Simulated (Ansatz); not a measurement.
# C10H16, 26 atoms: a performance study

To be measured: the time of a single point at HF on C10H16, and which launch flags, input keys and shares of the machine shorten it.

Program: Ansatz 0.2.0 (single point, HF, Gaussian basis). Host: Arm Neoverse N1, 56 cores, 56 hardware threads, 90 GiB; it was booked for these runs alone, one at a time. Each run is timed once from launch to exit, start-up included.

### 1 The system

A molecule of 26 atoms and 76 electrons, SMILES C1C2CC3CC1CC(C2)C3, in the basis def2-svp.

### 2 The reference run

Input file input.yaml:

```yaml
crystal:
  periodic: [false, false, false]
  atoms:
    - { symbol: C, position_ang: [-1.6700, -0.4000, -0.4500] }
    - { symbol: C, position_ang: [-1.2400, 0.8800, 0.2900] }
    - { symbol: C, position_ang: [-0.5600, 0.4900, 1.6100] }
    - { symbol: C, position_ang: [0.6800, -0.3900, 1.3300] }
    - { symbol: C, position_ang: [0.2400, -1.6600, 0.5800] }
    - { symbol: C, position_ang: [-0.4400, -1.2800, -0.7500] }
    - { symbol: C, position_ang: [0.5600, -0.4900, -1.6100] }
    - { symbol: C, position_ang: [1.0000, 0.7900, -0.8700] }
    - { symbol: C, position_ang: [-0.2400, 1.6600, -0.5800] }
    - { symbol: C, position_ang: [1.6700, 0.4000, 0.4500] }
    - { symbol: H, position_ang: [-2.3900, -0.9600, 0.1500] }
    - { symbol: H, position_ang: [-2.1700, -0.1400, -1.3900] }
    - { symbol: H, position_ang: [-2.1200, 1.5000, 0.4900] }
    - { symbol: H, position_ang: [-0.2600, 1.3900, 2.1600] }
    - { symbol: H, position_ang: [-1.2600, -0.0600, 2.2500] }
    - { symbol: H, position_ang: [1.1600, -0.6600, 2.2800] }
    - { symbol: H, position_ang: [1.1100, -2.3000, 0.3900] }
    - { symbol: H, position_ang: [-0.4500, -2.2400, 1.2000] }
    - { symbol: H, position_ang: [-0.7500, -2.1900, -1.2800] }
    - { symbol: H, position_ang: [0.0900, -0.2200, -2.5700] }
    - { symbol: H, position_ang: [1.4300, -1.1100, -1.8400] }
    - { symbol: H, position_ang: [1.7100, 1.3500, -1.5000] }
    - { symbol: H, position_ang: [0.0600, 2.5800, -0.0700] }
    - { symbol: H, position_ang: [-0.7200, 1.9600, -1.5200] }
    - { symbol: H, position_ang: [2.5600, -0.2100, 0.2600] }
    - { symbol: H, position_ang: [2.0000, 1.3000, 0.9800] }
basis:
  gaussian: { orbitals: def2-svp }
hamiltonian: { xc: hf }
```

On the command line:

```
> taskset -c 8-63 ansatz run input.yaml --backend cpu --max-ram 64GiB --events-out ev --progress --plain --runs-dir out
```

### 3 Change: x pbe

input.yaml, as its differences from that of step 2:

```diff
@@ -31,2 +31,2 @@
   gaussian: { orbitals: def2-svp }
-hamiltonian: { xc: hf }
+hamiltonian: { xc: pbe }
```

### 4 Change: x r2scan

input.yaml, as its differences from that of step 3:

```diff
@@ -31,2 +31,2 @@
   gaussian: { orbitals: def2-svp }
-hamiltonian: { xc: pbe }
+hamiltonian: { xc: r2scan }
```

### 5 Change: x pbe0

input.yaml, as its differences from that of step 4:

```diff
@@ -31,2 +31,2 @@
   gaussian: { orbitals: def2-svp }
-hamiltonian: { xc: r2scan }
+hamiltonian: { xc: pbe0 }
```

### 6 Change: f 3

input.yaml, as its differences from that of step 5:

```diff
@@ -31,2 +31,2 @@
   gaussian: { orbitals: def2-svp }
-hamiltonian: { xc: pbe0 }
+hamiltonian: { xc: { name: wB97M-V } }
```

### 7 Change: f 2

input.yaml, as its differences from that of step 6:

```diff
@@ -31,2 +31,2 @@
   gaussian: { orbitals: def2-svp }
-hamiltonian: { xc: { name: wB97M-V } }
+correlation: { method: mp2 }
```

### 8 Change: f 3

input.yaml, as its differences from that of step 7:

```diff
@@ -31,2 +31,3 @@
   gaussian: { orbitals: def2-svp }
-correlation: { method: mp2 }
+hamiltonian: { xc: pbe0 }
+correlation: { method: rpa }
```

### 9 Change: f 60

input.yaml, as its differences from that of step 8:

```diff
@@ -31,3 +31,2 @@
   gaussian: { orbitals: def2-svp }
-hamiltonian: { xc: pbe0 }
-correlation: { method: rpa }
+correlation: { method: ccsd_t }
```

(Steps that only read results are left out.)

Q: Predict the timings and the best choice. Wanted: reference; best change; worst change.

**Answer**, as computed:

| quantity | value |
| --- | --- |
| reference | 0.74 s on 56 threads |
| best change | none beyond the noise |
| worst change | f 60: 59 times as slow |

In words: Changes under about 41 % are taken as noise (0.3 s of jitter at start-up on so short a run). No change beats the defaults here. f 60 costs most. The figures hold for this build, input and host.
